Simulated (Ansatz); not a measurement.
# CdH2O2: how the settings move a single-point run

Aim: see which settings change the result for CdH2O2, by how much, and at what cost.

Computed with Ansatz 0.2.0 (reference: DFT, HSE06, plane waves, PAW, unless a step's input says otherwise).

## (1) The structure to begin with

It takes space group P-3m1 (No. 164, trigonal). Conventional cell: a = 3.502 Å, b = 3.502 Å, c = 4.569 Å, α = 90.00°, β = 90.00°, γ = 120.00°. Around Cd (site symmetry -3m) lie 6 O at 2.30 Å. H (site symmetry 3m) is surrounded by 1 O at 0.97 Å. O (site symmetry 3m) has 1 H at 0.97 Å as nearest neighbours.

Structure file:

```cif
data_structure
_symmetry_space_group_name_H-M 'P-3m1'
_symmetry_Int_Tables_number 164
_cell_length_a 3.5020
_cell_length_b 3.5020
_cell_length_c 4.5692
_cell_angle_alpha 90.000
_cell_angle_beta 90.000
_cell_angle_gamma 120.000
_cell_volume 48.53
loop_
_atom_site_label
_atom_site_type_symbol
_atom_site_symmetry_multiplicity
_atom_site_Wyckoff_symbol
_atom_site_fract_x
_atom_site_fract_y
_atom_site_fract_z
_atom_site_occupancy
Cd1 Cd 1 a 0.00000 0.00000 0.00000 1
H1 H 2 d 0.66667 0.33333 0.54687 1
O1 O 2 d 0.66667 0.33333 0.75821 1
```

## (2) The reference run

input.yaml

```yaml
crystal:
  lattice:
    - [3.5019706991, 0.0, 0.0]
    - [-1.7509853495, 3.0327955887, 0.0]
    - [0.0, 0.0, 4.5691751517]
  atoms:
    - { symbol: Cd, position: [0.0, 0.0, 0.0] }
    - { symbol: H, position: [0.6666666667, 0.3333333333, 0.5468707629] }
    - { symbol: H, position: [0.3333333333, 0.6666666667, 0.4531292371] }
    - { symbol: O, position: [0.6666666667, 0.3333333333, 0.7582065004] }
    - { symbol: O, position: [0.3333333333, 0.6666666667, 0.2417934996] }
kpoints:
  mp_grid: { grid: [6, 6, 4] }
hamiltonian:
  xc: hse06
scf:
  occupations: { method: fixed }
  n_extra_bands: 5
output:
  forces: true
  stress: true
  eigenvalues: true
  write_density: true
  write_potential: true
  elf: true
  volumetric_format: npy
```

Started as:

```
$ ansatz run input.yaml --threads 4 --pin off --max-ram 4608MiB --backend cpu --events-out ev --progress --plain --runs-dir out
```

The log of the run, shortened:

```text
Warning: output.stress: scf.convergence.dr2_threshold = 1e-7 eV (the SCF's general default) is looser than the 5e-10 eV advised for a printed stress (1e-10 eV for each atom of the cell: 5). What an SCF threshold leaves in a stress goes as its square root, and in the free energy as the [...]
Warning: output.stress: scf.exx.energy_threshold = 1e-6 eV is looser than the 5e-8 eV advised for a stress under a hybrid functional (1e-8 eV for each atom of the cell: 5). Every SCF of the exchange loop can meet its threshold on dr2 while the loop round them stops early: no threshold on [...]
Warning: RAYON_NUM_THREADS=4 ignored (pool sized by the plan → 4); use --threads N
scf.n_extra_bands = 5 over 17 filled bands (N_el = 34.0): the run solves 22 bands
[...]
Pseudopotentials: kind: paw
Pseudopotential: Cd, paw, valence charge 20, recommended cutoff 420 eV (normal), Cd.paw.azcp
Pseudopotential: H, paw, valence charge 1, recommended cutoff 420 eV (normal), H.paw.azcp
Pseudopotential: O, paw, valence charge 6, recommended cutoff 420 eV (normal), O.paw.azcp
Functional definition: HSE06
[...]
davidson cushion auto → on  (no smearing: the cushion is to keep the highest requested band from converging to the state above it; pin scf.eigensolver.cushion to override)
Crystal: 5 atoms, lattice volume = 48.528 Å³
Basis set: ecut = 420 eV, 957 PW (Γ), exchange–correlation on 48×48×64 points (8 copies of the dense FFT grid, shifted against one another)
Bands: 22, of which v1, the nominal top of the filled ones, is band 17 counted from 1 (16 counted from 0)
Symmetry: 12 space group operations
Space group: P-3m1 (ITA 164), of the structure as read, at distance tolerance 3.6e-5 Å
k-points: 24 of 144
[...]
SCF iter   1: F=—  HF=-9421.228022 eV  |F-HF|=—  |Δ(HF+E_count)|=         —  Δρ=1.48e-3  dr2=8.55e-4  ethr=1.77e-3  ⟨swp⟩=8.0  Hψ=2429  notcnv=0
[...]
SCF 1 stopped early in 2 iterations: F = -9421.227808 eV  dr2 = 1.44e-4
[...]
Frozen-core exchange: fock
[...]
SCF 2 stopped early in 7 iterations: F = -9424.653064 eV  dr2 = 4.38e-7
[...]
hybrid outer 1: dexx = +1.395e-2 eV, tail = 3.76e-5 eV
[...]
Frozen-core exchange: fock
[...]
SCF iter   4: F=-9424.653104 eV  HF=-9424.653104 eV  |F-HF|=9.80e-10  |Δ(HF+E_count)|=   2.08e-8  Δρ=2.28e-6  dr2=1.11e-9  ethr=5.01e-11  ⟨swp⟩=3.5  Hψ=1689  notcnv=0  defer=3
[...]
hybrid outer 2: dexx = +3.316e-7 eV, tail = 2.60e-8 eV, Δε = 2.82e-3 eV (about 8.93e-5 eV left of the loop's levels), ΔF = 2.60e-3 eV/Å (tail 5.61e-4)
hybrid SCF converged: 2 outer / 11 inner (+2 warm-up), last move |dexx| = 3.32e-7 eV, tail = 2.60e-8 eV
Stability not checked: this state was not tested for a lower state beside it, because the functional holds exact exchange (a hybrid, or Hartree-Fock), whose exchange loop this test does not read (fock_operator; see scf.lower_state_search)
Free energy (F): -9424.653104 eV
Frozen-core exchange: fock
[...]
E sigma→0 (E₀):  -9424.653104 eV
Fermi energy:    5.246922 eV
[...]
--- Forces (eV/Å), atoms counted from 1 ---
  atom   1  Cd     0.00000000     0.00000000     0.00000000
  atom   2  H      0.00000000     0.00000000     0.28756262
  atom   3  H     -0.00000000    -0.00000000    -0.28756262
  atom   4  O      0.00000000    -0.00000000    -0.20991555
  atom   5  O     -0.00000000     0.00000000     0.20991555
[...]
--- Stress (GPa, compression-positive) ---
        1.906406       0.000000      -0.000000
        0.000000       1.906406      -0.000000
        0.000000      -0.000000       0.578419
  P = ⅓ Tr σ = 1.4637 GPa (14.637 kbar)
--- Band table (eV; the first three rows and the last of 24) ---
  k-point 0: bands = ["-98.9596", "-58.7735", "-58.7175", "-58.7175", "-14.9210", "-13.7877", "-2.9388", "-1.9525", "-1.9525", "-1.1213", "-1.1213", "-0.1811", "0.8309", "4.1100", "4.1100", "4.8277", "4.8277", "8.6756", "13.1657", "17.9582", "20.1864", "20.1864"]
[...]
```

It took 34 s on 4 threads of Intel Xeon at 2.50GHz (Skylake/Cascade Lake), shared host; peak memory 1.3 GiB.

## (3) Variant: q_mesh [2, 2, 2]

Edit input.yaml of step 2 so:

```diff
@@ -18,2 +18,3 @@
   n_extra_bands: 5
+  exx: { q_mesh: [2, 2, 2] }
 output:
@@ -22,5 +23 @@
   eigenvalues: true
-  write_density: true
-  write_potential: true
-  elf: true
-  volumetric_format: npy
```

Started as:

```
$ ansatz run input.yaml --threads 4 --pin off --max-ram 4608MiB --backend cpu --events-out ev --progress --plain --runs-dir out
```

The log of the run, shortened:

```text
Warning: scf.exx.q_mesh [2, 2, 2] is not taken up, since a mesh coarser than the k-mesh can give wrong forces and states. The exchange is summed over the k-mesh [6, 6, 4], as with the key left out
Warning: output.stress: scf.convergence.dr2_threshold = 1e-7 eV (the SCF's general default) is looser than the 5e-10 eV advised for a printed stress (1e-10 eV for each atom of the cell: 5). What an SCF threshold leaves in a stress goes as its square root, and in the free energy as the [...]
Warning: output.stress: scf.exx.energy_threshold = 1e-6 eV is looser than the 5e-8 eV advised for a stress under a hybrid functional (1e-8 eV for each atom of the cell: 5). Every SCF of the exchange loop can meet its threshold on dr2 while the loop round them stops early: no threshold on [...]
Warning: RAYON_NUM_THREADS=4 ignored (pool sized by the plan → 4); use --threads N
scf.n_extra_bands = 5 over 17 filled bands (N_el = 34.0): the run solves 22 bands
[...]
[... 5 set-up lines as earlier in the session ...]
[...]
Frozen-core exchange: fock
[...]
SCF iter   4: F=-9424.653104 eV  HF=-9424.653104 eV  |F-HF|=9.80e-10  |Δ(HF+E_count)|=   2.08e-8  Δρ=2.28e-6  dr2=1.11e-9  ethr=5.01e-11  ⟨swp⟩=3.5  Hψ=1689  notcnv=0  defer=3
[...]
hybrid outer 2: dexx = +3.316e-7 eV, tail = 2.60e-8 eV, Δε = 2.82e-3 eV (about 8.93e-5 eV left of the loop's levels), ΔF = 2.60e-3 eV/Å (tail 5.61e-4)
hybrid SCF converged: 2 outer / 11 inner (+2 warm-up), last move |dexx| = 3.32e-7 eV, tail = 2.60e-8 eV
Stability not checked: this state was not tested for a lower state beside it, because the functional holds exact exchange (a hybrid, or Hartree-Fock), whose exchange loop this test does not read (fock_operator; see scf.lower_state_search)
Free energy (F): -9424.653104 eV
Frozen-core exchange: fock
[...]
E sigma→0 (E₀):  -9424.653104 eV
Fermi energy:    5.246922 eV
[...]
--- Forces (eV/Å), atoms counted from 1 ---
  atom   1  Cd     0.00000000     0.00000000     0.00000000
  atom   2  H      0.00000000     0.00000000     0.28756262
  atom   3  H     -0.00000000    -0.00000000    -0.28756262
  atom   4  O      0.00000000    -0.00000000    -0.20991555
  atom   5  O     -0.00000000     0.00000000     0.20991555
[...]
--- Stress (GPa, compression-positive) ---
        1.906406       0.000000      -0.000000
        0.000000       1.906406      -0.000000
        0.000000      -0.000000       0.578419
  P = ⅓ Tr σ = 1.4637 GPa (14.637 kbar)
--- Band table (eV; the first three rows and the last of 24) ---
[... band rows left out ...]
[...]
```

Run time: 32 s. Hardware: 4 threads of Intel Xeon at 2.50GHz (Skylake/Cascade Lake), shared host; peak memory 1.3 GiB.

The log says that the typed q mesh is not taken up, so this run repeats the reference.

## (4) Changed: xc_grid 3

Edit input.yaml of step 2 so:

```diff
@@ -22,5 +22,3 @@
   eigenvalues: true
-  write_density: true
-  write_potential: true
-  elf: true
-  volumetric_format: npy
+basis:
+  xc_grid: 3
```

Started as:

```
$ ansatz run input.yaml --threads 4 --pin off --max-ram 4608MiB --backend cpu --events-out ev --progress --plain --runs-dir out
```

The log of the run, shortened:

```text
Warning: output.stress: scf.convergence.dr2_threshold = 1e-7 eV (the SCF's general default) is looser than the 5e-10 eV advised for a printed stress (1e-10 eV for each atom of the cell: 5). What an SCF threshold leaves in a stress goes as its square root, and in the free energy as the [...]
Warning: output.stress: scf.exx.energy_threshold = 1e-6 eV is looser than the 5e-8 eV advised for a stress under a hybrid functional (1e-8 eV for each atom of the cell: 5). Every SCF of the exchange loop can meet its threshold on dr2 while the loop round them stops early: no threshold on [...]
Warning: RAYON_NUM_THREADS=4 ignored (pool sized by the plan → 4); use --threads N
scf.n_extra_bands = 5 over 17 filled bands (N_el = 34.0): the run solves 22 bands
[...]
[... 5 set-up lines as earlier in the session ...]
[...]
hybrid outer 2: dexx = +3.317e-7 eV, tail = 2.60e-8 eV, Δε = 2.82e-3 eV (about 8.92e-5 eV left of the loop's levels), ΔF = 2.60e-3 eV/Å (tail 5.61e-4)
hybrid SCF converged: 2 outer / 11 inner (+2 warm-up), last move |dexx| = 3.32e-7 eV, tail = 2.60e-8 eV
Stability not checked: this state was not tested for a lower state beside it, because the functional holds exact exchange (a hybrid, or Hartree-Fock), whose exchange loop this test does not read (fock_operator; see scf.lower_state_search)
Free energy (F): -9424.653107 eV
Frozen-core exchange: fock
[...]
E sigma→0 (E₀):  -9424.653107 eV
Fermi energy:    5.246923 eV
[...]
--- Forces (eV/Å), atoms counted from 1 ---
  atom   1  Cd    -0.00000000     0.00000000     0.00000000
  atom   2  H      0.00000000     0.00000000     0.28755871
  atom   3  H      0.00000000    -0.00000000    -0.28755871
  atom   4  O      0.00000000     0.00000000    -0.20991110
  atom   5  O     -0.00000000     0.00000000     0.20991110
[...]
--- Stress (GPa, compression-positive) ---
        1.906386       0.000000       0.000000
        0.000000       1.906386      -0.000000
        0.000000      -0.000000       0.578427
  P = ⅓ Tr σ = 1.4637 GPa (14.637 kbar)
--- Band table (eV; the first three rows and the last of 24) ---
[... band rows left out ...]
[...]
```

Run time: 37 s. Hardware: 4 threads of Intel Xeon at 2.50GHz (Skylake/Cascade Lake), shared host; peak memory 1.3 GiB.

Changing the numerical grids hardly moves the energy: 0.0 meV/atom.

## (5) All runs together

| run | ending | energy change | pressure (GPa) | gap (eV) | force (eV/Å) | cycles | time |
| --- | --- | --- | --- | --- | --- | --- | --- |
| reference | converged | 0 | 1.5 | 3.43 | 0.29 | 13 | 34 s |
| 1: q_mesh [2, 2, 2] | converged | - | 1.5 | 3.43 | 0.29 | 13 | 32 s |
| 2: xc_grid 3 | converged | 0.0 meV/atom | 1.5 | 3.43 | 0.29 | 13 | 37 s |

Times don't compare one to one where runs were asked for different outputs or read a saved state (see the inputs); cycles may leave out searches for a lower state.

Residual by cycle in the longest SCF loop of each run; runs are numbered as in the table. The quantity is the density residual dr2, in eV.

| cycle | reference | run 1 | run 2 |
| --- | --- | --- | --- |
| 1 | 0.0333 | 0.0333 | 0.0333 |
| 2 | 0.00543 | 0.00543 | 0.00543 |
| 3 | 0.00272 | 0.00272 | 0.00272 |
| 4 | 1.0e-4 | 1.0e-4 | 1.0e-4 |
| 5 | 1.1e-4 | 1.1e-4 | 1.1e-4 |
| 6 | 8.3e-6 | 8.3e-6 | 8.3e-6 |
| 7 | 4.4e-7 | 4.4e-7 | 4.4e-7 |

What this shows: «xc_grid 3» leaves the energy as it was.
